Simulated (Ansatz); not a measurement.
# CH3Cl2Ga: how energies converge with the basis set

Aim: see how fast density functionals converge with the basis set for CH3Cl2Ga.

The runs use Ansatz 0.2.0, Gaussian basis; one geometry, several basis sets.

Plan: PBE0-D4/def2-SVP; ωB97M-V/def2-SVP; PBE0-D4/def2-QZVPP; ωB97M-V/def2-QZVPP; the functionals' def2-TZVPP values are taken from earlier runs.

## 1. The relaxed structure

An earlier PBE0-D4 in a triple-zeta def2 set relaxation fixed the geometry.

SMILES `[CH3][Ga]([Cl])[Cl]`, 7 atoms, charge 0, spin multiplicity 1.

Atoms are counted from 1 here; the program's logs count them from 0.

Bond lengths: C1–Ga2 1.943 Å, C1–H5 1.089 Å, C1–H6 1.091 Å, C1–H7 1.092 Å, Ga2–Cl3 2.138 Å, Ga2–Cl4 2.138 Å. Angles: Ga2–C1–H5 110.5°, Ga2–C1–H6 109.5°, Ga2–C1–H7 109.2°, H5–C1–H6 109.9°, H5–C1–H7 109.5°, H6–C1–H7 108.2°, C1–Ga2–Cl3 122.7°, C1–Ga2–Cl4 123.5°, Cl3–Ga2–Cl4 113.8°.

Geometry (Å):

```xyz
7
CH3Cl2Ga
C    -0.21002    0.97923   -0.11861
Ga    0.18037   -0.91106    0.10648
Cl    1.85307   -1.61832    1.23484
Cl   -1.00565   -2.47104   -0.74737
H    -1.16010    1.11350   -0.63379
H    -0.24593    1.46332    0.85835
H     0.58826    1.44436   -0.69987
```

## 2. PBE0-D4 in def2-SVP

in.yaml reads:

```yaml
crystal:
  periodic: [false, false, false]
  atoms:
    - {symbol: C, position_ang: [-0.210015, 0.979231, -0.118610]}
    - {symbol: Ga, position_ang: [0.180372, -0.911056, 0.106475]}
    - {symbol: Cl, position_ang: [1.853066, -1.618317, 1.234841]}
    - {symbol: Cl, position_ang: [-1.005653, -2.471044, -0.747371]}
    - {symbol: H, position_ang: [-1.160100, 1.113497, -0.633794]}
    - {symbol: H, position_ang: [-0.245933, 1.463319, 0.858352]}
    - {symbol: H, position_ang: [0.588263, 1.444360, -0.699872]}
basis:
  gaussian: {orbitals: def2-SVP}
hamiltonian: {xc: pbe0, dispersion: d4}
output: {orbitals: {seedname: orbitals}}
```

Launch:

```sh
$ ansatz run in.yaml --threads 4 --pin off --events-out ev --progress --plain --max-ram 10444MiB
```

After this run come: ωB97M-V in def2-SVP; PBE0-D4 in def2-QZVPP; ωB97M-V in def2-QZVPP.

**Question.** What will the summary of the whole plan be? Wanted: PBE0-D4: double and triple zeta above quadruple; ωB97M-V: double and triple zeta above quadruple.

The runs gave:

```
                                       quantity           value
PBE0-D4: double and triple zeta above quadruple  18.53, 1.98 eV
ωB97M-V: double and triple zeta above quadruple  18.40, 1.90 eV
```

In words: PBE0-D4 gains 16.55 eV from double to triple zeta, then 1.98 eV more. These are total energies; as a rule much of such shifts cancels in differences, which this series doesn't test.
